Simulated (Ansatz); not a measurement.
# HPbNO4 (P1) in Ansatz: notebook

One crystal, HPbNO4, is run at these levels: LDA, PBE; tasks: band structure, projected density of states.

Program: Ansatz 0.2.0. These are calculated values, not measurements. Logs are shortened: lines on timing, memory, paths and dates and some standing lists are left out, and cuts for length are marked.

## Step 1: The structure

The typed cell holds 7 atoms: a = 3.858 Å, b = 5.535 Å, c = 6.055 Å, α = 106.62°, β = 93.97°, γ = 90.45°.

The cell was built by a generator and needn't be a form met in nature.

## Step 2: Band structure, LDA

File input.yaml:

```yaml
crystal:
  lattice:
    - [3.85404, 0.14384, 0.09012]
    - [-0.2532, 5.52698, 0.16471]
    - [-0.48197, -1.9272, 5.72025]
  atoms:
    - { symbol: H, position: [0.10913, 0.65718, 0.54463] }
    - { symbol: Pb, position: [0.61029, 0.52127, 0.151] }
    - { symbol: "N", position: [0.9158, 0.96263, 0.95867] }
    - { symbol: O, position: [0.01384, 0.13639, 0.88084] }
    - { symbol: O, position: [0.72398, 0.01057, 0.12858] }
    - { symbol: O, position: [0.00389, 0.73732, 0.87043] }
    - { symbol: O, position: [0.11927, 0.59324, 0.37651] }
kpoints:
  mp_grid: { grid: [5, 4, 4] }
  band_path:
    path: [[0.5, 0.0, 0.0], [0.0, 0.0, 0.0], [0.0, -0.5, 0.0]]
    npoints: 12
scf:
  occupations: { method: fermi_dirac, width: 0.05 }
hamiltonian:
  xc: lda
  pseudopotentials: { kind: all_electron, lapw: { basis_error: 0.002 } }
output:
  forces: true
  stress: true
  eigenvalues: true
```

Potentials or basis: all-electron LAPW, scalar-relativistic.

Started as:

```console
$ ansatz run input.yaml --threads 8 --pin off --max-ram 24576MiB --backend cpu --events-out ev --progress --plain --runs-dir out
```

Standard output:

```text
Warning: RAYON_NUM_THREADS=8 ignored (pool sized by the plan → 8); use --threads N
LAPW: plane waves up to 13.871 Å⁻¹, error target 2.0e-3 eV per atom; small_component_spin mean_spin; H in spheres of 0.338 Å, 1 of its electrons in bands, Dirac shells []; N in spheres of 0.609 Å, 7 of its electrons in bands, Dirac shells []; O in spheres of 0.643 Å, 8 of its electrons in bands, Dirac shells []; Pb in spheres of 0.887 Å, 54 of its electrons in bands, Dirac shells [] (how accurate: hamiltonian.pseudopotentials.lapw.basis_error, Limitations)
Engine: ansatz 0.2.0, aarch64-unknown-linux-gnu
Pseudopotentials: kind: all_electron
Pseudopotential: H, LAPW, valence charge 1, lapw/all_electron/scalar/gaussian/H, Koelling and Harmon's equation, gaussian nucleus
Pseudopotential: Pb, LAPW, valence charge 54, lapw/all_electron/scalar/gaussian/Pb, Koelling and Harmon's equation, gaussian nucleus
Pseudopotential: N, LAPW, valence charge 7, lapw/all_electron/scalar/gaussian/N, Koelling and Harmon's equation, gaussian nucleus
Pseudopotential: O, LAPW, valence charge 8, lapw/all_electron/scalar/gaussian/O, Koelling and Harmon's equation, gaussian nucleus
Functional definition: SPW92
  exchange = slater_x
  correlation = pw_c
Crystal: 7 atoms, lattice volume = 123.553 Å³
Basis set: ecut = 733.0832531607283 eV, 5571 PW (Γ), exchange–correlation at level 2
Bands: 57, of which v1, the nominal top of the filled ones, is band 47 counted from 1 (46 counted from 0)
Symmetry: 1 space group operations
Space group: P1 (ITA 1), of the structure as read, at distance tolerance 5.0e-5 Å
k-points: 42 of 80 (time reversal used)
Non-local potential: H, projectors of the file, none
Non-local potential: Pb, projectors of the file, none
Non-local potential: N, projectors of the file, none
Non-local potential: O, projectors of the file, none
Initial density: superposition of atomic densities (chi_scale 0.1, normalization cell, long waves kept (reshape's long-wave potential 0.48 eV rms))
Initial wavefunctions: plane waves of lowest kinetic energy (no species holds an atomic orbital)
Functional: x = slater, c = lda
iter 1 solved again at ethr=1.55e-2 eV; its pass at ethr=1.00e-1 eV (dr2=1.46e1 eV) is discarded
SCF iter   1: F=—  HF=-577403.151760 eV  |F-HF|=—  |Δ(HF+E_count)|=         —  Δρ=1.06e-1  dr2=1.45e1  ethr=1.55e-2  ⟨swp⟩=2.0  Hψ=15493  notcnv=0
preconditioner: auto → Resta (q_TF=auto, 2.607 Å⁻¹)  ε∞=2.5  [insulator: Δε(μ)=4.353 eV  Ē_g=18.010 eV  σ=0.050 eV  W_gap=1.00  n_scr=34 (ndim 8)  ℏωp=22.2 eV  f_vac=0.369  D(μ)=0.00/eV (n_scr^D=0)  ε∞_Penn≈2.5]
iter 2 solved again at ethr=1.24e-3 eV; its pass at ethr=1.55e-2 eV (dr2=1.16e0 eV) is discarded
SCF iter   2: F=—  HF=-577398.843310 eV  |F-HF|=—  |Δ(HF+E_count)|=    4.31e0  Δρ=4.38e-2  dr2=1.16e0  ethr=1.24e-3  ⟨swp⟩=2.0  Hψ=12690  notcnv=0
SCF iter   3: F=—  HF=-577398.360289 eV  |F-HF|=—  |Δ(HF+E_count)|=   4.83e-1  Δρ=1.83e-2  dr2=3.87e-1  ethr=1.24e-3  ⟨swp⟩=3.0  Hψ=7485  notcnv=0
SCF iter   4: F=—  HF=-577398.252062 eV  |F-HF|=—  |Δ(HF+E_count)|=         —  Δρ=8.65e-3  dr2=8.45e-2  ethr=4.12e-4  ⟨swp⟩=3.0  Hψ=7187  notcnv=0
the basis was enlarged: its passes take 137.2 KiB over the memory plan, 8 of 8 planned eigensolver slots
SCF iter   5: F=—  HF=-577398.231023 eV  |F-HF|=—  |Δ(HF+E_count)|=   2.10e-2  Δρ=2.34e-3  dr2=6.24e-3  ethr=8.98e-5  ⟨swp⟩=3.0  Hψ=7140  notcnv=0
SCF iter   6: F=—  HF=-577398.231279 eV  |F-HF|=—  |Δ(HF+E_count)|=   2.56e-4  Δρ=8.99e-4  dr2=1.19e-3  ethr=6.64e-6  ⟨swp⟩=3.0  Hψ=6562  notcnv=0
SCF iter   7: F=—  HF=-577398.232026 eV  |F-HF|=—  |Δ(HF+E_count)|=   7.47e-4  Δρ=7.55e-4  dr2=8.00e-4  ethr=1.27e-6  ⟨swp⟩=3.0  Hψ=6811  notcnv=0
SCF iter   8: F=—  HF=-577398.232002 eV  |F-HF|=—  |Δ(HF+E_count)|=   2.36e-5  Δρ=1.79e-4  dr2=5.18e-5  ethr=8.51e-7  ⟨swp⟩=3.0  Hψ=6731  notcnv=0
SCF iter   9: F=—  HF=-577398.232061 eV  |F-HF|=—  |Δ(HF+E_count)|=   5.89e-5  Δρ=7.14e-5  dr2=8.86e-6  ethr=5.51e-8  ⟨swp⟩=3.0  Hψ=6777  notcnv=0
SCF iter  10: F=—  HF=-577398.232065 eV  |F-HF|=—  |Δ(HF+E_count)|=   4.07e-6  Δρ=5.54e-5  dr2=4.11e-6  ethr=9.42e-9  ⟨swp⟩=3.0  Hψ=6792  notcnv=0
SCF iter  11: F=—  HF=-577398.232065 eV  |F-HF|=—  |Δ(HF+E_count)|=   5.06e-7  Δρ=1.34e-5  dr2=2.27e-7  ethr=4.38e-9  ⟨swp⟩=3.0  Hψ=6657  notcnv=0
SCF iter  12: F=-577398.232065 eV  HF=-577398.232065 eV  |F-HF|=8.15e-8  |Δ(HF+E_count)|=   4.36e-7  Δρ=5.65e-6  dr2=4.56e-8  ethr=2.41e-10  ⟨swp⟩=3.0  Hψ=6631  notcnv=0
SCF 1 converged in 12 iterations: F = -577398.232065 eV  dr2 = 4.56e-8
NSCF: frozen V_eff on 25 k-points
SCF converged after 12 iterations
Free energy (F): -577398.232065 eV
Harris-Foulkes:  -577398.232065 eV  (|F-HF|=8.15e-8)
Internal energy: -577398.232065 eV  (E = F + TS)
E sigma→0 (E₀):  -577398.232065 eV
Fermi energy:    3.495601 eV
--- Per-component energies (eV) ---
  E_band       = -16997.061647
  E_kinetic    = 664022.751373
  E_xc         = -11332.326643
  E_electrostatic = -1230088.656795  (all electrons and nuclei)
  E_smearing   = -0.000000  (= −TS)
  E_closure    = 0.000000  (closes the sum)
  E_atoms      = -577353.393392  (free atoms, spherical and without spin; not in F)
  Σ components = -577398.232065   (vs F -577398.232065, Δ=0.00e0)
  Basis errors (estimates in eV, not in F): energy 1.1e-3 per atom: plane waves 1.1e-3 (7.0e-4 summed), levels above the bands 3.4e-91, relativity 5.1e-8, radial functions 5.8e-5, core shells 3.0e-10; eigenvalues (radial functions only) 9.2e-6; not estimated: angular momenta, meshes, grids; target (lapw.basis_error) 2.0e-3; muffin-tin radii H 0.338 Å, N 0.609 Å, O 0.643 Å, Pb 0.887 Å
--- Forces (eV/Å), atoms counted from 1 ---
  atom   1  H     -0.06414607     0.00403433     0.33265880
  atom   2  Pb     0.15259941     0.00887439     0.17720344
  atom   3  N      0.00119138     0.06203085     0.03250398
  atom   4  O     -0.29650242    -0.80284738     0.47028981
  atom   5  O      0.52542309     0.03430824    -0.73843730
  atom   6  O     -0.29218687     0.68177377     0.38371928
  atom   7  O     -0.02640472     0.01185339    -0.65791500
  max |Σ_I F_I| component: 2.76e-5 eV/Å
--- Stress (GPa, compression-positive) ---
       -4.725045      -0.065042       1.184141
       -0.065042      -5.233896      -0.029101
        1.184141      -0.029101      -3.561092
  P = ⅓ Tr σ = -4.5067 GPa (-45.067 kbar)
--- Band table (eV; the first three rows and the last of 42) ---
  k-point 0: bands = ["-845.1636", "-635.6487", "-635.6387", "-635.6198", "-499.7657", "-499.7219", "-499.6737", "-497.9588", "-392.9469", "-392.9456", "-392.9334", "-392.9261", "-392.9193", "-376.5372", "-135.7367", "-124.8790", "-124.8788", "-124.8675", "-124.8672", "-124.8593", "-124.8514", "-124.8498", "-77.4817", "-77.4447", "-77.3934", "-23.4659", "-18.0824", "-17.8425", "-15.2265", "-12.9440", "-12.9360", "-12.9273", "-12.8852", "-12.8008", "-7.5759", "-5.6590", "-5.3400", "-5.1731", "-4.5798", "-1.1162", "-0.7767", "-0.2410", "0.0664", "0.2724", "0.4728", "1.2798", "1.5900", "5.4229", "6.1992", "7.6542", "7.8593", "9.6608", "11.0715", "11.3703", "11.9809", "12.5675", "12.8614"]
  k-point 1: bands = ["-845.1636", "-635.6487", "-635.6387", "-635.6198", "-499.7657", "-499.7219", "-499.6737", "-497.9588", "-392.9469", "-392.9456", "-392.9334", "-392.9261", "-392.9193", "-376.5372", "-135.7367", "-124.8790", "-124.8788", "-124.8675", "-124.8672", "-124.8593", "-124.8514", "-124.8498", "-77.4817", "-77.4447", "-77.3934", "-23.4657", "-18.0825", "-17.8433", "-15.2267", "-12.9440", "-12.9359", "-12.9272", "-12.8852", "-12.7981", "-7.6240", "-5.6393", "-5.3340", "-5.1226", "-4.5087", "-1.2414", "-1.0819", "-0.2025", "0.2378", "0.4217", "0.4939", "1.2606", "1.6023", "5.3428", "5.8471", "7.6444", "8.4989", "9.7427", "10.8010", "11.1344", "12.0626", "12.8498", "13.6851"]
  k-point 2: bands = ["-845.1636", "-635.6487", "-635.6387", "-635.6198", "-499.7657", "-499.7219", "-499.6737", "-497.9588", "-392.9469", "-392.9456", "-392.9334", "-392.9261", "-392.9193", "-376.5372", "-135.7367", "-124.8790", "-124.8788", "-124.8675", "-124.8672", "-124.8593", "-124.8514", "-124.8498", "-77.4817", "-77.4447", "-77.3934", "-23.4655", "-18.0826", "-17.8441", "-15.2268", "-12.9440", "-12.9357", "-12.9271", "-12.8853", "-12.7955", "-7.6690", "-5.6260", "-5.3300", "-5.0772", "-4.4145", "-1.5404", "-1.1010", "-0.1692", "0.2433", "0.4299", "0.7045", "1.2440", "1.6124", "5.2032", "5.6760", "7.6359", "8.9986", "10.2030", "10.2683", "10.8880", "12.5517", "12.9124", "13.7351"]
  k-point 41: bands = ["-845.1636", "-635.6487", "-635.6387", "-635.6198", "-499.7657", "-499.7219", "-499.6737", "-497.9588", "-392.9469", "-392.9456", "-392.9334", "-392.9261", "-392.9193", "-376.5372", "-135.7367", "-124.8790", "-124.8788", "-124.8674", "-124.8672", "-124.8593", "-124.8514", "-124.8498", "-77.4817", "-77.4447", "-77.3937", "-23.4289", "-18.0787", "-17.8838", "-15.2302", "-12.9646", "-12.9463", "-12.9184", "-12.8500", "-12.5815", "-7.3500", "-5.9670", "-5.3294", "-5.1821", "-4.4567", "-2.9260", "-0.6679", "-0.4022", "0.0339", "0.3485", "1.3083", "1.4725", "1.7544", "5.1750", "6.9299", "7.2650", "7.9864", "10.2788", "10.5994", "11.6119", "12.3347", "12.5732", "13.2121"]
```

It took 4 min on 8 threads of Arm Neoverse N1, shared host; peak memory 6.4 GiB.

Results:

| Property | Result |
| --- | --- |
| Free energy | -577398.2321 eV |
| Pressure | -4.5 GPa |
| Largest force | 0.977 eV/Å |
| Band gap on the k mesh | 3.10 eV, indirect (least direct gap 3.17 eV) |
| Band gap along the path | 3.51 eV, indirect (least direct gap 3.52 eV) |

Forces in eV/Å, atoms in the order of the input:
```
H   -0.064  0.004  0.333
Pb   0.153  0.009  0.177
N    0.001  0.062  0.033
O   -0.297 -0.803  0.470
O    0.525  0.034 -0.738
O   -0.292  0.682  0.384
O   -0.026  0.012 -0.658
```

Stress tensor (GPa, compression positive):
```
-4.73 -0.07  1.18
-0.07 -5.23 -0.03
 1.18 -0.03 -3.56
```

Levels at the corners of the path, in eV from the valence-band top:
```
point  band 43  band 44  band 45  band 46  band 47  band 48  band 49  band 50  band 51  band 52
    X    -1.55    -1.21    -0.21    -0.06    -0.01     3.51     5.23     5.78     6.56     8.06
    Γ    -1.54    -1.33    -1.13    -0.32    -0.01     3.82     4.60     6.05     6.26     8.06
    Y    -1.51    -1.14    -0.77    -0.50    -0.18     3.88     4.55     4.91     7.76     8.08
```

Caveat: spin-orbit coupling is left out, which as a rule narrows the gap of such compounds by several tenths of an eV.

(Continued in part 2 of 2.)
